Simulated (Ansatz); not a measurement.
# Li+ with Cl2: superposition error and deformation, part 2 of 2

Ansatz 0.2.0, Gaussian basis. The steps go on from the part before.

### Step 12. wB97X-V/def2-TZVPPD

free-b/in.yaml

```yaml
crystal:
  periodic: [false, false, false]
  atoms:
    - {symbol: Cl, position_ang: [-0.030233, 0.980162, 0.748236]}
    - {symbol: Cl, position_ang: [0.030922, -1.000992, 0.719261]}
basis:
  gaussian: {orbitals: "def2-TZVPPD.json"}
hamiltonian: {xc: {name: wB97X-V}}
```

Launch:

```bash
$ ansatz run in.yaml --threads 2 --pin off --events-out ev --progress --plain --max-ram 5222MiB
```

The program printed, cut to the lines that bear on the results:

```text
Functional definition: wB97X-V
  name "wB97X-V"
  cite "Mardirossian & Head-Gordon, Phys. Chem. Chem. Phys. 16, 9904 (2014) doi:10.1039/C3CP54374A"
  cite "Becke, J. Chem. Phys. 107, 8554 (1997) doi:10.1063/1.475007"
  cite "Vydrov & Van Voorhis, J. Chem. Phys. 133, 244103 (2010) doi:10.1063/1.3521275"
[...]
      + integral(e_c_pw_opposite_spin*poly(b97_u_opposite, cos0, cos1)) + vv10(b, c)
654 factors; their error is unknown
114 factors; integrals over basis functions are off by at most 7.8e-5 eV
[...]
mean field -25041.37380555 eV, -920.2535137012 hartree, gradient 2.2e-5 eV, S^2 0.000000; 0 other end points of the search recorded, 0 dependent functions left out
reference -25041.37380301 eV, -920.2535136078 hartree; 17, 17 occupied and 85, 85 virtual orbitals, 654 factors
Total energy: -25041.37380301 eV, -920.2535136078 hartree
```

Wall time 1.6 s (2 threads of Arm Neoverse V2, shared host).

### Step 13. wB97M-V/def2-TZVPPD

free-b/in.yaml, as its differences from that of step 12:

```diff
@@ -7,2 +7,2 @@
   gaussian: {orbitals: "def2-TZVPPD.json"}
-hamiltonian: {xc: {name: wB97X-V}}
+hamiltonian: {xc: {name: wB97M-V}}
```

Launch:

```bash
$ ansatz run in.yaml --threads 2 --pin off --events-out ev --progress --plain --max-ram 5222MiB
```

The program printed, cut to the lines that bear on the results:

```text
[... 5 set-up lines as earlier in the session ...]
  # Of w^i u^j: cxij and so on, Table III.
[...]
  gx(w, u) = 1 - cx + cx01*u + cx10*w
  gss(w, u) = css00 + css04*u^4 + css10*w + css20*w^2 + css43*w^4*u^3
  gos(w, u) = cos00 + cos10*w + (cos20 + cos21*u)*w^2 + (cos60 + cos61*u)*w^6
[...]
      + integral(e_c_pw_mod_opposite_spin*gos(b97_w_opposite, b97_u_opposite)) + vv10(b, c)
654 factors; their error is unknown
114 factors; integrals over basis functions are off by at most 7.8e-5 eV
[...]
mean field -25043.96061972 eV, -920.3485773687 hartree, gradient 1.7e-5 eV, S^2 0.000000; 0 other end points of the search recorded, 0 dependent functions left out
reference -25043.96068620 eV, -920.3485798115 hartree; 17, 17 occupied and 85, 85 virtual orbitals, 654 factors
Total energy: -25043.96068620 eV, -920.3485798115 hartree
```

Run time: 2.1 s. Hardware: 2 threads of Arm Neoverse V2, shared host.

### Step 14. B2PLYP/def2-TZVPPD

free-b/in.yaml, as its differences from that of step 13:

```diff
@@ -7,2 +7,2 @@
   gaussian: {orbitals: "def2-TZVPPD.json"}
-hamiltonian: {xc: {name: wB97M-V}}
+hamiltonian: {xc: {name: B2PLYP}}
```

Launch:

```bash
$ ansatz run in.yaml --threads 2 --pin off --events-out ev --progress --plain --max-ram 5222MiB
```

The program printed, cut to the lines that bear on the results:

```text
[... 5 set-up lines as earlier in the session ...]
[...]
597 factors; integrals over basis functions are off by at most 9.7e-4 eV
[...]
mean field -25034.68673055 eV, -920.0077682275 hartree, gradient 3.3e-7 eV, S^2 0.000000; 0 other end points of the search recorded, 0 dependent functions left out
10 core orbitals not correlated: weight in the atoms' cores, before any rotation towards them, 1.000 or more for the frozen orbitals, at most 0.000 for the correlated occupied ones
reference -25034.68687164 eV, -920.0077734125 hartree; 7, 7 occupied and 85, 85 virtual orbitals, 597 factors
second order -12.72692256 eV of doubles, -0.00000000 eV of singles
Total energy: -25038.12314073 eV, -920.1340539723 hartree
```

It took 1.1 s on 2 threads of Arm Neoverse V2, shared host.

### Step 15. BLYP-D4/def2-TZVPPD

free-b/in.yaml, as its differences from that of step 14:

```diff
@@ -7,2 +7,2 @@
   gaussian: {orbitals: "def2-TZVPPD.json"}
-hamiltonian: {xc: {name: B2PLYP}}
+hamiltonian: {xc: {name: BLYP}, dispersion: d4}
```

Launch:

```bash
$ ansatz run in.yaml --threads 2 --pin off --events-out ev --progress --plain --max-ram 5222MiB
```

The program printed, cut to the lines that bear on the results:

```text
Functional definition: BLYP
  name "BLYP"
[... 2 set-up lines as earlier in the session ...]
  parameter beta = 0.0042
  parameter a = 0.04918
  parameter b = 0.132
  parameter c = 0.2533
  parameter d = 0.349
  exchange = b88_x(beta = beta)
  correlation = lyp_c(a = a, b = b, c = c, d = d)
648 factors; their error is unknown
mean field evaluation 1: about -25045.0648 eV, gradient 9.2e0 eV
mean field evaluation 2: about -25045.1478 eV, gradient 6.9e0 eV
mean field evaluation 4: about -25045.2278 eV, gradient 4.9e-1 eV
mean field evaluation 8: about -25045.2161 eV, gradient 1.1e-3 eV
mean field -25045.21614392 eV, -920.3947170320 hartree, gradient 5.9e-5 eV, S^2 0.000000; 0 other end points of the search recorded, 0 dependent functions left out
reference -25045.21644355 eV, -920.3947280431 hartree; 17, 17 occupied and 85, 85 virtual orbitals, 648 factors
Total energy: -25045.28529813 eV, -920.3972584021 hartree
```

It took 0.6 s on 2 threads of Arm Neoverse V2, shared host.

### Step 16. revPBE-D4/def2-TZVPPD

free-b/in.yaml, as its differences from that of step 15:

```diff
@@ -7,2 +7,2 @@
   gaussian: {orbitals: "def2-TZVPPD.json"}
-hamiltonian: {xc: {name: BLYP}, dispersion: d4}
+hamiltonian: {xc: {name: revPBE}, dispersion: d4}
```

Launch:

```bash
$ ansatz run in.yaml --threads 2 --pin off --events-out ev --progress --plain --max-ram 5222MiB
```

The program printed, cut to the lines that bear on the results:

```text
Functional definition: revPBE
  name "revPBE"
  cite "Zhang & Yang, Phys. Rev. Lett. 80, 890 (1998) doi:10.1103/PhysRevLett.80.890"
[... 1 set-up line as earlier in the session ...]
  parameter kappa = 1.245
[... 3 set-up lines as earlier in the session ...]
648 factors; their error is unknown
mean field evaluation 1: about -25040.6168 eV, gradient 8.4e0 eV
mean field evaluation 2: about -25040.7050 eV, gradient 5.4e0 eV
mean field evaluation 4: about -25040.7541 eV, gradient 4.0e-1 eV
mean field evaluation 8: about -25040.7426 eV, gradient 6.3e-4 eV
mean field -25040.74264023 eV, -920.2303188036 hartree, gradient 4.0e-5 eV, S^2 0.000000; 0 other end points of the search recorded, 0 dependent functions left out
reference -25040.74271010 eV, -920.2303213713 hartree; 17, 17 occupied and 85, 85 virtual orbitals, 648 factors
Total energy: -25040.83266018 eV, -920.2336269755 hartree
```

Run time: 0.5 s. Hardware: 2 threads of Arm Neoverse V2, shared host.

### Step 17. B97M-V/def2-TZVPPD

free-b/in.yaml, as its differences from that of step 16:

```diff
@@ -7,2 +7,2 @@
   gaussian: {orbitals: "def2-TZVPPD.json"}
-hamiltonian: {xc: {name: revPBE}, dispersion: d4}
+hamiltonian: {xc: {name: B97M-V}}
```

Launch:

```bash
$ ansatz run in.yaml --threads 2 --pin off --events-out ev --progress --plain --max-ram 5222MiB
```

The program printed, cut to the lines that bear on the results:

```text
[... 5 set-up lines as earlier in the session ...]
  # Of w^i u^j: cxij and so on, Table III.
[...]
  gx(w, u) = cx00 + cx01*u + cx02*u^2 + (cx10 + cx11*u)*w
  gss(w, u) = css00 + css02*u^2 + css10*w + (css32*w^3 + css42*w^4)*u^2
  gos(w, u) = cos00 + cos01*u + cos03*u^3 + cos10*w + cos32*w^3*u^2
[...]
      + integral(e_c_pw_mod_opposite_spin*gos(b97_w_opposite, b97_u_opposite)) + vv10(b, c)
648 factors; their error is unknown
[...]
mean field -25038.55716471 eV, -920.1500040594 hartree, gradient 1.6e-5 eV, S^2 0.000000; 0 other end points of the search recorded, 0 dependent functions left out
reference -25038.55724458 eV, -920.1500069945 hartree; 17, 17 occupied and 85, 85 virtual orbitals, 648 factors
Total energy: -25038.55724458 eV, -920.1500069945 hartree
```

It took 1.9 s on 2 threads of Arm Neoverse V2, shared host.

### Step 18. HSE06-D4/def2-TZVPPD

free-b/in.yaml, as its differences from that of step 17:

```diff
@@ -7,2 +7,2 @@
   gaussian: {orbitals: "def2-TZVPPD.json"}
-hamiltonian: {xc: {name: B97M-V}}
+hamiltonian: {xc: hse06, dispersion: d4}
```

Launch:

```bash
$ ansatz run in.yaml --threads 2 --pin off --events-out ev --progress --plain --max-ram 5222MiB
```

The program printed, cut to the lines that bear on the results:

```text
Functional definition: HSE06
  name "HSE06"
  cite "Heyd, Scuseria & Ernzerhof, J. Chem. Phys. 118, 8207 (2003) doi:10.1063/1.1564060"
  cite "Krukau, Vydrov, Izmaylov & Scuseria, J. Chem. Phys. 125, 224106 (2006) doi:10.1063/1.2404663"
  cite "Heyd & Scuseria, J. Chem. Phys. 120, 7274 (2004) doi:10.1063/1.1668634"
  cite "Ernzerhof & Perdew, J. Chem. Phys. 109, 3313 (1998) doi:10.1063/1.476928"
[... 2 set-up lines as earlier in the session ...]
[...]
  # The whole range is PBE's own exchange, as in plane waves. The composition of these papers is wPBEh.
[...]
668 factors; their error is unknown
41 factors; integrals over basis functions are off by at most 3.0e-4 eV
[...]
mean field -25036.54278231 eV, -920.0759768716 hartree, gradient 7.8e-5 eV, S^2 0.000000; 0 other end points of the search recorded, 0 dependent functions left out
reference -25036.54283392 eV, -920.0759787682 hartree; 17, 17 occupied and 85, 85 virtual orbitals, 668 factors
Total energy: -25036.56625328 eV, -920.0768394141 hartree
```

Run time: 0.7 s. Hardware: 2 threads of Arm Neoverse V2, shared host.

### Step 19. CCSD(T)/def2-TZVPPD

free-b/in.yaml, as its differences from that of step 18:

```diff
@@ -7,2 +7,2 @@
   gaussian: {orbitals: "def2-TZVPPD.json"}
-hamiltonian: {xc: hse06, dispersion: d4}
+correlation: {method: ccsd_t}
```

Launch:

```bash
$ ansatz run in.yaml --threads 2 --pin off --events-out ev --progress --plain --max-ram 5222MiB
```

The program printed, cut to the lines that bear on the results:

```text
[... 4 set-up lines as earlier in the session ...]
[...]
597 factors; integrals over basis functions are off by at most 9.7e-4 eV
[...]
mean field -25006.84279489 eV, -918.9845224654 hartree, gradient 2.3e-6 eV, S^2 0.000000; 0 other end points of the search recorded, 0 dependent functions left out
10 core orbitals not correlated: weight in the atoms' cores, before any rotation towards them, 1.000 or more for the frozen orbitals, at most 0.000 for the correlated occupied ones
reference -25006.84279489 eV, -918.9845224654 hartree; 7, 7 occupied and 85, 85 virtual orbitals, 597 factors
second order -10.39252617 eV of doubles, -0.00000000 eV of singles
cycle   1  -10.98834319 eV  change   -6.0e-1 eV  update   6.3e-2
[...]
cycle   9  -11.29338513 eV  change   -8.3e-7 eV  update   4.9e-6
perturbative correction -0.50324263 eV, -0.0184938255 hartree
Total energy: -25018.63942266 eV, -919.4180405397 hartree
```

It took 1.3 s on 2 threads of Arm Neoverse V2, shared host.

### Step 20. The split

```csv
method,interaction with counterpoise (kJ/mol),without,superposition error,deformation,binding energy
PBE-D4,-66.23,-66.69,0.45,-0.45,-66.68
revPBE-D4,-64.03,-64.50,0.48,-0.64,-64.67
BLYP-D4,-65.66,-66.12,0.46,-1.36,-67.02
r2SCAN-D4,-57.41,-57.82,0.41,-0.11,-57.52
B97M-V,-58.76,-59.15,0.39,0.15,-58.61
PBE0-D4,-63.83,-64.26,0.44,0.30,-63.52
B3LYP-D4,-64.51,-64.93,0.42,-0.60,-65.11
HSE06-D4,-63.83,-64.27,0.44,0.28,-63.55
wB97X-V,-59.82,-60.23,0.41,0.37,-59.45
wB97M-V,-61.38,-61.76,0.38,0.05,-61.34
B2PLYP,-60.53,-61.55,1.02,-0.32,-60.85
Hartree-Fock,-50.50,-50.93,0.44,0.51,-49.99
MP2,-54.69,-57.11,2.42,0.11,-54.58
CCSD,-53.47,-55.87,2.40,-0.27,-53.74
CCSD(T),-53.96,-56.63,2.67,-0.50,-54.47
```

### Step 21. Summary of results

What follows sums up all 2 parts.

| quantity | value |
| --- | --- |
| interaction, CCSD(T) | -53.96 kJ/mol |
| superposition error | 2.67 kJ/mol |
| deformation | -0.50 kJ/mol |
| binding energy | -54.47 kJ/mol |

**Reading.** In this basis the superposition error is 2.67 kJ/mol for CCSD(T) and 0.43 kJ/mol on average for the plain functionals: correlated methods borrow far more, since they need many more functions to converge. The free shapes are PBE0-D4 minima, so other methods can show a small negative deformation energy.
